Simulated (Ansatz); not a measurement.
# RuH (quartet): wave-function methods side by side, def2-TZVPP

The task here is to estimate one member of a computed series from the others.

Method: def2-TZVPP, core rule «outside noble gas», up to 4 orbitals frozen; program: Ansatz 0.2.0, Gaussian basis.

To be run: UHF; ROHF; CCSD(T) on UHF.

2 further runs of the same task are left out: 2 set aside as unsound or not needed.

**The geometry**

The geometry is a PBE0/def2-TZVP stationary point (not a proven minimum) of the parent state, kept for this charge and spin. No spin-orbit coupling is included. Elements past krypton take def2 core potentials.

2 atoms, charge 0, spin multiplicity 4.

Atoms are counted from 1 here; the program's logs count them from 0.

Bond lengths: Ru1–H2 1.582 Å.

Geometry (Å):

| atom | x (Å) | y (Å) | z (Å) |
| --- | --- | --- | --- |
| Ru1 | 0.0000 | 0.0000 | 0.0000 |
| H2 | 0.0000 | 0.0000 | 1.5816 |

The first run:

Input file in.yaml:

```yaml
crystal:
  periodic: [false, false, false]
  atoms:
    - {symbol: Ru, position_ang: [0.000000, 0.000000, 0.000000]}
    - {symbol: H, position_ang: [0.000000, 0.000000, 1.581600]}
basis:
  gaussian: {orbitals: def2-TZVPP}
magnetization: {spin_polarized: true, initial_magnetization: 3}
hamiltonian: {xc: hf}
output: {orbitals: {seedname: orbitals}}
```

Run with:

```sh
> ansatz run in.yaml --threads 1 --pin off --events-out ev --progress --plain --max-ram 4096MiB --backend cpu
```

Steps of the session up to this table: UHF; ROHF; CCSD(T) on UHF.

One of the session's tables, all rows but one given; the rest of the session is left out.

```
  method  from UCCSD(T) (meV)
    ROHF              +6876.0
     UHF              +6572.6
    UMP2                    ?
   UCCSD               +261.2
UCCSD(T)                    0
```

Q: Estimate the row for UMP2 from the others.

**Answer.** from UCCSD(T) (meV): +454.8. In the column «from UCCSD(T) (meV)» it lies between UCCSD (+261.2) and UHF (+6572.6).
